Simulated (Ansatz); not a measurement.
# MnHg: the cost of one run

Program: Ansatz 0.2.0. Level of theory: DFT PBE, with the methods named in each step. These are calculated values, not measurements.

## 1. The starting structure

Symmetry: Pm-3m, No. 221, cubic system. Conventional cell: a = 3.315 Å, b = 3.315 Å, c = 3.315 Å, α = 90.00°, β = 90.00°, γ = 90.00°. Mn (site symmetry m-3m) is surrounded by 8 Hg at 2.87 Å. Hg (site symmetry m-3m) has 8 Mn at 2.87 Å as nearest neighbours.

As a file:

```
CELL_PARAMETERS angstrom
3.31500 0.00000 0.00000
0.00000 3.31500 0.00000
0.00000 0.00000 3.31500
ATOMIC_POSITIONS crystal
Mn 0.50000 0.50000 0.50000
Hg 0.00000 0.00000 0.00000
```

Atoms are numbered in the order of the input: Mn1, Hg2.

## 2. Free moments, LAPW

File input.yaml:

```yaml
crystal:
  lattice:
    - [3.315, 0.0, 0.0]
    - [0.0, 3.315, 0.0]
    - [0.0, 0.0, 3.315]
  atoms:
    - { symbol: Mn, position: [0.5, 0.5, 0.5], spin: 4.0 }
    - { symbol: Hg, position: [0.0, 0.0, 0.0] }
magnetization:
  spin_polarized: true
kpoints:
  mp_grid: { grid: [10, 10, 10] }
scf:
  occupations: { method: fermi_dirac, width: 0.1 }
  lower_state_search: "off"
hamiltonian:
  xc: pbe
  pseudopotentials: { kind: all_electron, lapw: { basis_error: 0.001 } }
output:
  forces: true
  stress: true
  eigenvalues: false
  populations: true
```

Run with:

```sh
$ ansatz run input.yaml --threads 1 --pin off --max-ram 3072MiB --backend cpu --events-out ev --progress --plain --runs-dir out
```

What time and memory should one allow on 1 thread of Intel Xeon 6975P-C (Granite Rapids), shared host?

About 23 s, with a peak of 0.54 GiB.
